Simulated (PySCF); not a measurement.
# H6HfO4 (Hf(O)(H2O)32+): the cost of one run

Computed with PySCF 2.14.0. Level: PBE0, Hf def2-SVP with ECP60, O def2-SVP, H def2-SVP; scalar-relativistic core potentials, no spin–orbit coupling.

4 further runs of the same task are left out: 2 for a known fault of the program, 2 that didn't finish.

**1. Starting geometry**

11 atoms, charge 2, spin multiplicity 1.

Bond lengths: Hf1–O2 1.613 Å, O3–H4 0.970 Å, O3–H5 0.970 Å, O6–H7 0.970 Å, O6–H8 0.970 Å, O9–H10 0.970 Å, O9–H11 0.970 Å. Angles: H4–O3–H5 105.1°, H7–O6–H8 105.1°, H10–O9–H11 105.1°.

Geometry (Å):

```
Hf    0.00000    0.00000    0.00000
O     0.93140    0.93140    0.93140
O    -1.25860   -1.25860    1.25860
H    -1.59930   -1.05480    2.14370
H    -1.59930   -2.14370    1.05480
O     1.25860   -1.25860   -1.25860
H     1.59930   -2.14370   -1.05480
H     1.59930   -1.05480   -2.14370
O    -1.25860    1.25860   -1.25860
H    -1.59930    2.14370   -1.05480
H    -1.59930    1.05480   -2.14370
```

Formal oxidation states: Hf +4.

**2. SCF at the start, singlet**

Contents of run.py (the lines that set the calculation):

```python
mol = gto.M(atom='''
Hf     0.00000     0.00000     0.00000
O      0.93140     0.93140     0.93140
O     -1.25860    -1.25860     1.25860
H     -1.59930    -1.05480     2.14370
H     -1.59930    -2.14370     1.05480
O      1.25860    -1.25860    -1.25860
H      1.59930    -2.14370    -1.05480
H      1.59930    -1.05480    -2.14370
O     -1.25860     1.25860    -1.25860
H     -1.59930     2.14370    -1.05480
H     -1.59930     1.05480    -2.14370''',
    basis={'Hf': 'def2-SVP', 'O': 'def2-SVP', 'H': 'def2-SVP'},
    ecp={'Hf': 'def2-SVP'},
    charge=2, spin=0)
mf = dft.RKS(mol, xc='PBE0')
mf.grids.atom_grid = (50, 194)
mf = mf.density_fit()  # fitting sets: Hf def2-universal-JKFIT, O def2-universal-JKFIT, H def2-universal-JKFIT
mf.conv_tol = 1e-08; mf.max_cycle = 55
mf.kernel(dm0)  # dm0: free metal ions and neutral atoms
```

Run with:

```
$ OMP_NUM_THREADS=2 python run.py
```

What time and memory should one allow on 2 threads of Intel Xeon Platinum 8259CL at 2.50GHz (Skylake/Cascade Lake), shared host?

About 5 s, with a peak of 0.68 GiB.
